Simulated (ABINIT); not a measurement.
# TlRu (F-43m) in ABINIT: settings compared

Aim: see how the results for TlRu move with the level of theory and the settings. Levels: PBE, LDA. Tasks: relaxation of cell and atoms, single point.

All numbers are computed with ABINIT 10.8.3 (patched build); they aren't measurements. Logs are shortened: lines on timing, memory, paths and dates and some standing lists are left out, and cuts for length are marked. The log counts tension as positive stress, the text compression.

### 1 The structure

The structure is cubic, space group F-43m (No. 216). Conventional cell: a = 6.009 Å, b = 6.009 Å, c = 6.009 Å, α = 90.00°, β = 90.00°, γ = 90.00°. Tl (site symmetry -43m) has 4 Ru at 2.60 Å as nearest neighbours. Ru (site symmetry -43m) has 4 Tl at 2.60 Å as nearest neighbours.

The cell was built by a generator and needn't be a form met in nature.

### 2 Relaxation of cell and atoms, PBE

run.abi

```
# Pseudopotentials
pp_dirpath "./"
pseudos "Tl.GGA_PBE-JTH.xml, Ru.GGA_PBE-JTH.xml"

# Structure
acell 4.2490143921 4.2490143921 4.2490143921 Angstrom
rprim
     0.0000000000     0.7071067812     0.7071067812
     0.7071067812     0.0000000000     0.7071067812
     0.7071067812     0.7071067812     0.0000000000
ntypat 2
znucl 81 44
natom 2
typat 1 2
xcart
     0.0000000000     0.0000000000     0.0000000000
     8.5165427425     8.5165427425     8.5165427425
chkprim 0
chksymtnons 0
tolsym 1.0e-6

# Plane-wave basis
ecut 17.0
pawecutdg 34.0

# k points
kptopt 1
ngkpt 8 8 8
nshiftk 1
shiftk 0.0 0.0 0.0

# Exchange and correlation
ixc 11

# Bands and occupations
nband 19
occopt 3
tsmear 0.05 eV

# SCF cycle
nstep 100
tolvrs 1.0e-9

# Output
iomode 3
prtwf 0
prtden 0
prteig 0
prtebands 0
enunit 2

# Relaxation
ionmov 2
ntime 60
tolmxf 0.0001
optcell 1
dilatmx 1.15
ecutsm 0.5
chkdilatmx 0
```

Potentials or basis: JTH PAW PBE v2.0.

The run is started by

```
$ abinit run.abi > log 2>&1
```

run.abo:

```text
.Version 10.8.3 of ABINIT
 Symmetries : space group F-4 3 m (#216); Bravais cF (face-center cubic)
================================================================================
 Values of the parameters that define the memory need of the present run
     intxc =       0    ionmov =       2      iscf =      17    lmnmax =      18
     lnmax =       6     mgfft =      36  mpssoang =       3    mqgrid =    3001
     natom =       2  nloc_mem =       2    nspden =       1   nspinor =       1
    nsppol =       1      nsym =      24    n1xccc =       1    ntypat =       2
    occopt =       3   xclevel =       2
       mpw =        1880          nfft =       46656          nkpt =          29
 PAW method is used; the additional fine FFT grid is defined by:
   mgfftf=        50    nfftf =    125000
================================================================================
================================================================================

--------------------------------------------------------------------------------
------------- Echo of variables that govern the present computation ------------
--------------------------------------------------------------------------------
 -outvars: echo values of preprocessed input variables --------
            acell      8.0294735061E+00  8.0294735061E+00  8.0294735061E+00 Bohr
              amu      2.04383300E+02  1.01070000E+02
       chkdilatmx           0
          chkprim           0
      chksymtnons           0
          dilatmx      1.15000000E+00
             ecut      1.70000000E+01 Hartree
           ecutsm      5.00000000E-01 Hartree
           enunit           2
           ionmov           2
              ixc          11
         kptrlatt        8    0    0      0    8    0      0    0    8
          kptrlen      6.42357881E+01
            natom           2
            nband          19
            ngfft          36      36      36
          ngfftdg          50      50      50
             nkpt          29
            nstep         100
             nsym          24
            ntime          60
           ntypat           2
           occopt           3
          optcell           1
        pawecutdg      3.40000000E+01 Hartree
         pawxcdev           0
           prtden           0
        prtebands           0
           prteig           0
            prtwf           0
            rprim      0.0000000000E+00  7.0710678120E-01  7.0710678120E-01
                       7.0710678120E-01  0.0000000000E+00  7.0710678120E-01
                       7.0710678120E-01  7.0710678120E-01  0.0000000000E+00
          spgroup         216
           tolmxf      1.00000000E-04
           tolsym      1.00000000E-06
           tolvrs      1.00000000E-09
           tsmear      1.83746611E-03 Hartree
            typat      1  2
           useylm           1
           xangst      0.0000000000E+00  0.0000000000E+00  0.0000000000E+00
                       4.5067603351E+00  4.5067603351E+00  4.5067603351E+00
            xcart      0.0000000000E+00  0.0000000000E+00  0.0000000000E+00
                       8.5165427485E+00  8.5165427485E+00  8.5165427485E+00
             xred      0.0000000000E+00  0.0000000000E+00  0.0000000000E+00
                       7.5000000000E-01  7.5000000000E-01  7.5000000000E-01
            znucl       81.00000   44.00000

================================================================================

 chkinp: Checking input parameters for consistency.

================================================================================
== DATASET  1 ==================================================================

--- !DatasetInfo
iteration_state: {dtset: 1, }
dimensions: {natom: 2, nkpt: 29, mband: 19, nsppol: 1, nspinor: 1, nspden: 1, mpw: 1880, }
cutoff_energies: {ecut:  17.0, pawecutdg:  34.0, }
electrons: {nelect:   2.90000000E+01, charge:   0.00000000E+00, occopt:   3.00000000E+00, tsmear:   1.83746611E-03, }
meta: {optdriver: 0, ionmov: 2, optcell: 1, iscf: 17, paral_kgb: 0, }
...

 Exchange-correlation functional for the present dataset will be:
  GGA: Perdew-Burke-Ernzerhof functional - ixc=11
  J.P.Perdew, K.Burke, M.Ernzerhof, PRL 77, 3865 (1996)
[... 21 lines left out ...]
 basis_size (lnmax)=  6 (lmn_size= 18), orbitals=   0   0   1   1   2   2
 Spheres core radius: rc_sph= 2.41559714
 Shapefunction is BESSEL type: shapef(r,l)=aa(1,l)*jl(q(1,l)*r)+aa(2,l)*jl(q(2,l)*r)
 Radius for shape functions =  2.01775809
 Compensation charge density is not taken into account in XC energy/potential

- pspini: atom type   2  psp file is ./Ru.GGA_PBE-JTH.xml
 Pseudopotential format is: paw10
 basis_size (lnmax)=  6 (lmn_size= 18), orbitals=   0   0   1   1   2   2
 Spheres core radius: rc_sph= 2.21046734
 Shapefunction is SIN type: shapef(r)=[sin(pi*r/rshp)/(pi*r/rshp)]**2
 Radius for shape functions =  2.00219127
 Compensation charge density is not taken into account in XC energy/potential

   1.58952893E+03                                ecore*ucvol(ha*bohr**3)
--------------------------------------------------------------------------------

================================================================================

=== [ionmov= 2] Broyden-Fletcher-Goldfarb-Shanno method (forces)
================================================================================

--- Iteration: ( 1/60) Internal Cycle: (1/1)
--------------------------------------------------------------------------------

---SELF-CONSISTENT-FIELD CONVERGENCE--------------------------------------------
[... 396 lines left out ...]
 Difference of energy with previous step (new-old):
           Absolute (Ha)=-7.80416E-06
           Relative     =-5.31622E-08

 At Broyd/MD step   4, gradients are converged :
  max grad (force/stress) = 6.8315E-05 < tolmxf= 1.0000E-04 ha/bohr (free atoms)

================================================================================

 ----iterations are completed or convergence reached----

 Mean square residual over all n,k,spin=   91.715E-12; max=  36.751E-09
 reduced coordinates (array xred) for    2 atoms
      -0.000000000000     -0.000000000000      0.000000000000
       0.750000000000      0.750000000000      0.750000000000
 rms dE/dt=  2.9123E-30; max dE/dt=  5.2591E-30; dE/dt below (all hartree)
    1      -0.000000000000      0.000000000000      0.000000000000
    2      -0.000000000000      0.000000000000      0.000000000000

 cartesian coordinates (angstrom) at end:
    1      0.00000000000000     0.00000000000000    -0.00000000000000
    2      4.58810285362318     4.58810285362318     4.58810285362318

 cartesian forces (hartree/bohr) at end:
    1     -0.00000000000000    -0.00000000000000     0.00000000000000
    2      0.00000000000000     0.00000000000000    -0.00000000000000
 frms,max,avg= 1.9654944E-31 2.7295413E-31   0.000E+00  0.000E+00  0.000E+00 h/b

 cartesian forces (eV/Angstrom) at end:
    1     -0.00000000000000    -0.00000000000000     0.00000000000000
    2      0.00000000000000     0.00000000000000    -0.00000000000000
 frms,max,avg= 1.0106979E-29 1.4035866E-29   0.000E+00  0.000E+00  0.000E+00 e/A
 length scales=  8.174397475612  8.174397475612  8.174397475612 bohr
              =  4.325704854022  4.325704854022  4.325704854022 angstroms
 Fermi (or HOMO) energy (hartree) =   0.17304   Average Vxc (hartree)=  -0.33447
 Eigenvalues (hartree) for nkpt=  29  k points:
 kpt#   1, nband= 19, wtk=  0.00195, kpt=  0.0000  0.0000  0.0000 (reduced coord)
  -2.44593   -1.34616   -1.34616   -1.34616   -0.22454   -0.22454   -0.22454   -0.22159
  -0.22159   -0.10115    0.12499    0.12499    0.12499    0.16847    0.16847    0.40501
   0.46621    0.46621    0.46621
      occupation numbers for kpt#   1
   2.00000    2.00000    2.00000    2.00000    2.00000    2.00000    2.00000    2.00000
   2.00000    2.00000    2.00000    2.00000    2.00000    1.84689    1.84689    0.00000
   0.00000    0.00000    0.00000
 prteigrs : prtvol=0 or 1, do not print more k-points.

 Fermi (or HOMO) energy (eV) =   4.70876   Average Vxc (eV)=  -9.10153
 Eigenvalues (   eV  ) for nkpt=  29  k points:
 kpt#   1, nband= 19, wtk=  0.00195, kpt=  0.0000  0.0000  0.0000 (reduced coord)
 -66.55722  -36.63080  -36.63080  -36.63080   -6.11011   -6.11011   -6.11011   -6.02965
  -6.02965   -2.75254    3.40125    3.40125    3.40125    4.58426    4.58426   11.02077
  12.68627   12.68627   12.68627
 prteigrs : prtvol=0 or 1, do not print more k-points.

--- !EnergyTerms
iteration_state     : {dtset: 1, itime: 4, icycle: 1, }
comment             : Components of total free energy in Hartree
kinetic             :  1.69608213654481E+01
hartree             :  4.57232068080329E+01
xc                  : -6.27241205545157E+00
Ewald energy        : -9.87069151901996E+01
psp_core            :  4.11543912101147E+00
local_psp           : -1.34811966586619E+02
PAW spherical_terms :  2.61949840421446E+01
internal            : -1.46796842495633E+02
'-kT*entropy'       : -1.98032765819348E-03
total_energy        : -1.46798822823291E+02
total_energy_eV     : -3.99459946829991E+03
...

--- !EnergyTermsDC
iteration_state     : {dtset: 1, itime: 4, icycle: 1, }
comment             : '"Double-counting" decomposition of free energy'
band_energy         : -1.40199243118982E+01
Ewald energy        : -9.87069151901996E+01
psp_core            :  4.11543912101147E+00
xc_dc               : -4.45370490642256E+01
PAW spherical_terms :  6.35159886735535E+00
internal            : -1.46796850577957E+02
'-kT*entropy'       : -1.98032765819348E-03
total_energy_dc     : -1.46798830905615E+02
total_energy_dc_eV  : -3.99459968823114E+03
...

--- !EnergyTermsWithPAWCore
iteration_state     : {dtset: 1, itime: 4, icycle: 1, }
comment             : 'Components of total free energy, including PAW core contributions'
Total energy        : -2.47769851685073E+04
Total energy DC     : -2.47769851765896E+04
Total energy (eV)   : -6.74216113431194E+05
Total energy DC (eV): -6.74216113651126E+05
...

 Cartesian components of stress tensor (hartree/bohr^3)
  sigma(1 1)= -6.83147407E-07  sigma(3 2)=  0.00000000E+00
  sigma(2 2)= -6.83147407E-07  sigma(3 1)=  0.00000000E+00
  sigma(3 3)= -6.83147407E-07  sigma(2 1)=  0.00000000E+00

-Cartesian components of stress tensor (GPa)         [Pressure=  2.0099E-02 GPa]
- sigma(1 1)= -2.00988906E-02  sigma(3 2)=  0.00000000E+00
- sigma(2 2)= -2.00988906E-02  sigma(3 1)=  0.00000000E+00
- sigma(3 3)= -2.00988906E-02  sigma(2 1)=  0.00000000E+00

== END DATASET(S) ==============================================================
================================================================================

 -outvars: echo values of variables after computation  --------
            acell      8.1743974756E+00  8.1743974756E+00  8.1743974756E+00 Bohr
           etotal     -1.4679883091E+02
            fcart     -9.0984711252E-32 -1.8196942250E-31  2.7295413376E-31
                       9.0984711252E-32  1.8196942250E-31 -2.7295413376E-31
            rprim      0.0000000000E+00  7.0710678120E-01  7.0710678120E-01
                       7.0710678120E-01  0.0000000000E+00  7.0710678120E-01
                       7.0710678120E-01  7.0710678120E-01  0.0000000000E+00
           strten     -6.8314740685E-07 -6.8314740685E-07 -6.8314740685E-07
                       0.0000000000E+00  0.0000000000E+00  0.0000000000E+00
           xangst      3.9000380957E-31  1.1884155233E-30 -2.7668348563E-30
                       4.5881028536E+00  4.5881028536E+00  4.5881028536E+00
             xred     -3.2177076320E-31 -5.8279751192E-31  7.1030243782E-31
                       7.5000000000E-01  7.5000000000E-01  7.5000000000E-01
 Calculation completed.
```

Run time: 3 min. Hardware: 1 thread of Arm Neoverse V1, shared host; peak memory 0.15 GiB.

What came out:

```
Free energy                                           : -3994.5997 eV
Band gap on the k mesh                                : none (metal or under the smearing width)
Valence electrons inside the program's atomic spheres : Tl 10.83; Ru 13.73
```

Levels at points of the mesh, in eV from the Fermi level:
```csv
k point,band 13,band 14,band 15,band 16,band 17,band 18
"(0.00, 0.00, 0.00)",-1.31,-0.12,-0.12,6.31,7.98,7.98
"(0.50, 0.00, 0.00)",-1.07,-0.09,-0.09,0.41,5.41,5.41
"(0.50, 0.50, 0.00)",-0.25,-0.24,-0.06,1.06,2.46,2.46
```

Caveat: the cutoff is too short for stress, so the log's stress isn't used.

### 3 Single point, LDA

run.abi

```
# Pseudopotentials
pp_dirpath "./"
pseudos "Tl.LDA_PW-JTH.xml, Ru.LDA_PW-JTH.xml"

# Structure
acell 4.3257048601 4.3257048601 4.3257048601 Angstrom
rprim
     0.0000000000     0.7071067812     0.7071067812
     0.7071067812     0.0000000000     0.7071067812
     0.7071067812     0.7071067812     0.0000000000
ntypat 2
znucl 81 44
natom 2
typat 1 2
xcart
     0.0000000000     0.0000000000     0.0000000000
     8.6702578370     8.6702578370     8.6702578370
chkprim 0
chksymtnons 0
tolsym 1.0e-6

# Plane-wave basis
ecut 462.593566 eV
pawecutdg 34.0

# k points
kptopt 1
ngkpt 8 8 8
nshiftk 1
shiftk 0.0 0.0 0.0

# Exchange and correlation
ixc 7

# Bands and occupations
nband 19
occopt 3
tsmear 0.00183747

# SCF cycle
nstep 100
tolvrs 1.0e-9

# Output
iomode 3
prtwf 0
prtden 0
prteig 0
prtebands 0
```

Potentials or basis: JTH PAW LDA v2.0.

The run is started by

```
$ abinit run.abi > log 2>&1
```

Wall time 34 s (1 thread of Arm Neoverse V1, shared host); peak memory 0.1 GiB.

The run converged. Its results:

- Free energy: -4005.6862 eV
- Band gap on the k mesh: none (metal or under the smearing width)
- Valence electrons inside the program's atomic spheres: Tl 10.82; Ru 13.70

Levels at points of the mesh, in eV from the Fermi level:
| k point | band 11 | band 12 | band 13 | band 14 | band 15 | band 16 | band 17 | band 18 | band 19 |
| --- | --- | --- | --- | --- | --- | --- | --- | --- | --- |
| (0.00, 0.00, 0.00) | -1.33 | -1.33 | -1.33 | -0.11 | -0.11 | 6.27 | 7.94 | 7.94 | 7.94 |
| (0.50, 0.00, 0.00) | -1.68 | -1.08 | -1.08 | -0.09 | -0.09 | 0.39 | 5.37 | 5.37 | 7.10 |
| (0.50, 0.50, 0.00) | -2.28 | -0.26 | -0.26 | -0.23 | -0.07 | 1.04 | 2.43 | 2.43 | 6.70 |

Caveat: the cutoff is too short for stress, so the log's stress isn't used.
